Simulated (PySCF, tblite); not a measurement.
# C6H9AlN2: geometry, infrared bands and NMR shifts

What infrared bands and NMR shifts should C6H9AlN2 (`C=Nc1ccc[n+]([AlH3-])c1`) show?

Programs: tblite 0.8.0 and PySCF 2.14.0, with density-fitted response routines of our own. Each step states its level of theory. These are calculated values for one molecule in the gas phase, unless marked as measured. Atoms count from 0, in the outputs and in this text.

### 1 Starting geometry

18 atoms, charge 0, multiplicity 1; geometry from: force field or distance geometry start.

Bonds of the start (Å): C0–N1 1.27, N1–C2 1.42, C2–C3 1.37, C3–C4 1.38, C4–C5 1.39, C5–N6 1.35, N6–Al7 1.93, N6–C8 1.34, C8–C2 1.40, C0–H9 1.11, C0–H10 1.09, C3–H11 1.10, C4–H12 1.09, C5–H13 1.09, Al7–H14 1.62, Al7–H15 1.59, Al7–H16 1.58, C8–H17 1.09.

### 2 Geometry optimisation with GFN2-xTB

Job settings and geometry (Å):

```
{"job": {"kind": "relax", "xc": "GFN2-xTB", "basis": "xTB"}, "charge": 0, "multiplicity": 1}
C     -3.448500     0.652300    -0.093000
N     -2.235400     0.988300     0.074200
C     -1.097500     0.159500    -0.116700
C     -1.156500    -1.199100    -0.290000
C      0.019800    -1.898600    -0.467200
C      1.257400    -1.266800    -0.516500
N      1.277800     0.074300    -0.357000
Al     2.925200     1.086800    -0.379500
C      0.153900     0.776000    -0.161300
H     -4.232300     1.414600     0.116600
H     -3.781800    -0.330500    -0.432400
H     -2.122200    -1.720300    -0.251900
H      0.025400    -2.984900    -0.597400
H      2.188900    -1.812500    -0.668500
H      2.690300     2.477700     0.420700
H      4.103000     0.329400     0.375100
H      3.234200     1.400100    -1.896900
H      0.189500     1.859900    -0.034800
```

Run with:

```bash
OMP_NUM_THREADS=1 python probes_run.py task.json out
```

One launch serves the whole session: the jobs run in the order shown.

**Question.** This job is followed by: GFN2-xTB harmonic vibrations, gas phase; GIAO PBE0/pcSseg-1 NMR shielding, non-relativistic, gas phase. Predict these results of the whole session: strongest single infrared mode (GFN2-xTB); zero-point energy (GFN2-xTB); ¹³C shifts against TMS (PBE0/pcSseg-1); ¹H shifts against TMS (PBE0/pcSseg-1, means over atoms taken as alike); ¹⁵N shifts against NH3 (PBE0/pcSseg-1); ²⁷Al shifts against AlH4- (PBE0/pcSseg-1); surface potential, 1st and 99th percentile.

**Answer**, as computed:

```
                                                              quantity                                         value
                             strongest single infrared mode (GFN2-xTB)                          754 cm⁻¹, 625 km/mol
                                          zero-point energy (GFN2-xTB)                                 78.4 kcal/mol
                                ¹³C shifts against TMS (PBE0/pcSseg-1)  159.4, 155.1, 150.5, 141.4, 130.0, 129.8 ppm
¹H shifts against TMS (PBE0/pcSseg-1, means over atoms taken as alike)  9.03, 8.50, 7.84, 7.81, 7.66, 7.12, 4.54 ppm
                                ¹⁵N shifts against NH3 (PBE0/pcSseg-1)                              413.8, 287.4 ppm
                             ²⁷Al shifts against AlH4- (PBE0/pcSseg-1)                                      73.5 ppm
                                 surface potential, 1st and 99th percentile                            -1.44 V and 1.62 V
```

**Reading.** Relaxing lowered the energy by 0.603 eV in 126 steps; the close pair that moved most is N6–Al7, from 1.934 to 1.995 Å. The lowest mode is imaginary (21i cm⁻¹), so the xTB geometry is not a minimum. The strongest single mode, at 754 cm⁻¹, moves mainly H16 and H15. Unscaled tight-binding wavenumbers are off by several per cent, some by more. Its intensities can rank the bands wrongly. At PBE0/pcSseg-1: The largest span, 701 ppm, is at N1, where the paramagnetic term is -477 ppm. NICS(1)zz of -26 ppm above the planar ring from C2 marks a diatropic (aromatic) ring current. By nearest atom (PBE0/pcSseg-1), the HOMO sits on H16 47 %; H15 29 % and the LUMO on N6 20 %; C3, C8 about 19 % each.
